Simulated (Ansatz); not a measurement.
# C3H5AlS: a ladder of functionals and wavefunction methods

How much do the methods differ for C3H5AlS? The plan is to run it at one geometry with functionals of several rungs and with coupled cluster, and see how far each lands from CCSD(T) at the basis-set limit for the atomisation energy.

Computed with Ansatz 0.2.0, Gaussian basis. Level: functionals in def2-TZVPP, the program's frozen cores in correlated methods.

The runs, in order: PBE-D4, r2SCAN-D4, PBE0-D4, B3LYP-D4, ωB97X-V, ωB97M-V, B2PLYP; CCSD(T)/def2-TZVPP; MP2/def2-QZVPP; extrapolation to the limit.

## 1. Structure used throughout

An earlier PBE0-D4 in a triple-zeta def2 set relaxation fixed the geometry.

SMILES `CSC#[C][AlH2]`, 10 atoms, charge 0, spin multiplicity 1.

Atoms are counted from 1 here; the program's logs count them from 0.

Bond lengths: C1–S2 1.808 Å, C1–H6 1.089 Å, C1–H7 1.089 Å, C1–H8 1.091 Å, S2–C3 1.662 Å, C3–C4 1.223 Å, C4–Al5 1.891 Å, Al5–H9 1.582 Å, Al5–H10 1.581 Å. Angles: S2–C1–H6 110.3°, S2–C1–H7 110.3°, S2–C1–H8 106.0°, H6–C1–H7 110.6°, H6–C1–H8 109.7°, H7–C1–H8 109.7°, C1–S2–C3 101.3°, S2–C3–C4 177.4°, C3–C4–Al5 179.8°, C4–Al5–H9 118.6°, C4–Al5–H10 119.0°, H9–Al5–H10 122.3°.

## 2. PBE-D4 (GGA)

The input, in.yaml:

```yaml
crystal:
  periodic: [false, false, false]
  atoms:
    - {symbol: C, position_ang: [-1.802884, -1.646330, -0.018682]}
    - {symbol: S, position_ang: [-0.183716, -1.849530, -0.797995]}
    - {symbol: C, position_ang: [0.544627, -0.404916, -0.415960]}
    - {symbol: C, position_ang: [1.126359, 0.640945, -0.162451]}
    - {symbol: Al, position_ang: [2.018793, 2.260218, 0.232765]}
    - {symbol: H, position_ang: [-2.327084, -0.796712, -0.452531]}
    - {symbol: H, position_ang: [-1.691508, -1.519833, 1.056710]}
    - {symbol: H, position_ang: [-2.354265, -2.564054, -0.226210]}
    - {symbol: H, position_ang: [1.256188, 3.359630, 1.076644]}
    - {symbol: H, position_ang: [3.496489, 2.469382, -0.289291]}
basis:
  gaussian: {orbitals: def2-TZVPP}
hamiltonian: {xc: pbe, dispersion: d4}
output: {forces: true, orbitals: {seedname: orbitals}}
```

Started as:

```
$ ansatz run in.yaml --threads 4 --pin off --events-out ev --progress --plain --max-ram 10444MiB
```

Further steps of the session: r2SCAN-D4 (meta-GGA); PBE0-D4 (hybrid); B3LYP-D4 (hybrid); ωB97X-V (range-separated); ωB97M-V (range-separated); B2PLYP (double hybrid); CCSD(T) in def2-TZVPP; MP2 in def2-QZVPP.

Before running them: what should the planned runs give, taken together? Wanted: atomisation energy, CCSD(T)/CBS; farthest; mean size of error, hybrid; mean size of error, range-separated; gap, smallest and largest; T1 diagnostic; triples share of the correlation energy.

**Answer**, as computed:

```
                               quantity                                value
        atomisation energy, CCSD(T)/CBS                       876.2 kcal/mol
functionals within 4.4 kcal/mol (0.5 %)           B3LYP-D4, ωB97X-V, ωB97M-V
                               farthest              PBE-D4 (+23.0 kcal/mol)
             mean size of error, hybrid                         3.2 kcal/mol
    mean size of error, range-separated                         3.0 kcal/mol
              gap, smallest and largest  3.31 eV (PBE-D4), 9.08 eV (ωB97X-V)
                          T1 diagnostic                               0.0132
triples share of the correlation energy                                4.8 %
```

**Reading.** PBE-D4 is off by +23.0 kcal/mol. Double hybrids carry the basis error of their MP2 part in triple zeta, and no dispersion term here, so their miss is partly the set-up's. Misses under about 4.4 kcal/mol are within the doubt on the reference itself, which lacks core-valence correlation, relativity and higher excitations. Hartree-Fock recovers 73 % of the binding; the rest is correlation. The gap grows from 3.3 to 9.1 eV across the functionals, mostly with the share of exact exchange.
